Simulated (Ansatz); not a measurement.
**CHNSe: vertical ionisation energy**

Aim: the vertical ionisation energy of CHNSe, as cation minus neutral at the neutral's geometry, on several levels, and how well −ε(HOMO) stands in for it.

The runs use Ansatz 0.2.0, Gaussian basis; unrestricted cation, the program's frozen cores in correlated methods.

Levels to be run: UKS PBE-D4/def2-TZVPP; UKS r2SCAN-D4/def2-TZVPP; UKS PBE0-D4/def2-TZVPP; UKS B3LYP-D4/def2-TZVPP; UKS wB97X-V/def2-TZVPP; UKS wB97M-V/def2-TZVPP; UKS B2PLYP/def2-TZVPP; UHF-CCSD(T)/def2-TZVPP; UHF-MP2/def2-QZVPP; extrapolation to the limit; then −ε(HOMO) from the neutral's earlier runs with LDA (SPW92), PBE-D4, revPBE-D4, BLYP-D4, r2SCAN-D4, B97M-V, PBE0-D4, B3LYP-D4, r2SCANh-D4, r2SCAN0-D4, HSE06-D4, BHLYP-D4, CAM-B3LYP-D4, LC-ωPBE, ωB97X-V, ωB97M-V.

### 1 The geometry

All runs share one geometry, relaxed beforehand with PBE0-D4 in a triple-zeta def2 set.

SMILES `N=C=[Se]`, 4 atoms, charge 0, spin multiplicity 1.

Atoms are counted from 1 here; the program's logs count them from 0.

Bond lengths: N1–C2 1.192 Å, N1–H4 1.003 Å, C2–Se3 1.713 Å. Angles: C2–N1–H4 136.0°, N1–C2–Se3 174.8°.

### 2 Cation, UKS PBE-D4/def2-TZVPP

Contents of in.yaml:

```yaml
crystal:
  periodic: [false, false, false]
  atoms:
    - {symbol: N, position_ang: [-0.418413, 0.463381, -0.563075]}
    - {symbol: C, position_ang: [0.334675, -0.176739, 0.102537]}
    - {symbol: Se, position_ang: [1.527334, -1.062856, 0.954396]}
    - {symbol: H, position_ang: [-1.388096, 0.715915, -0.514160]}
basis:
  gaussian: {orbitals: def2-TZVPP}
total_charge: 1
magnetization: {spin_polarized: true, initial_magnetization: 1}
hamiltonian: {xc: pbe, dispersion: d4}
```

Run with:

```sh
> ansatz run in.yaml --threads 2 --pin off --events-out ev --progress --plain --max-ram 4352MiB
```

After this run come: Cation, UKS r2SCAN-D4/def2-TZVPP; Cation, UKS PBE0-D4/def2-TZVPP; Cation, UKS B3LYP-D4/def2-TZVPP; Cation, UKS wB97X-V/def2-TZVPP; Cation, UKS wB97M-V/def2-TZVPP; Cation, UKS B2PLYP (frozen core)/def2-TZVPP; Cation, UHF-CCSD(T)/def2-TZVPP; Cation, UHF-MP2/def2-QZVPP.

Before running them: what should the planned runs give, taken together? Wanted: ionisation energy, CCSD(T)/CBS; nearest functional by difference; nearest −ε(HOMO); −ε(HOMO) of PBE; T1 of the cation.

**Answer**, as computed:

| quantity | value |
| --- | --- |
| ionisation energy, CCSD(T)/CBS | 9.59 eV |
| nearest functional by difference | B3LYP-D4 (-0.10 eV) |
| nearest −ε(HOMO) | LC-ωPBE (+0.01 eV) |
| −ε(HOMO) of PBE | 6.04 eV |
| T1 of the cation | 0.030 |

What this shows: Energy differences with functionals land within 0.23 eV of the reference. −ε(HOMO) of PBE misses by 3.6 eV, since self-interaction lifts the level. Among orbital estimates LC-ωPBE comes nearest. Hartree-Fock falls 1.37 eV short, as the neutral has more correlation energy than the cation. The cation may have settled in a state other than its lowest; no search over hole states beyond the program's own was made. Correlated methods include outer-core shells of Se, which these sets cover unevenly. With outer-core shells in play the reference is unsure by up to some tenths of an eV, so close misses can't be ranked.
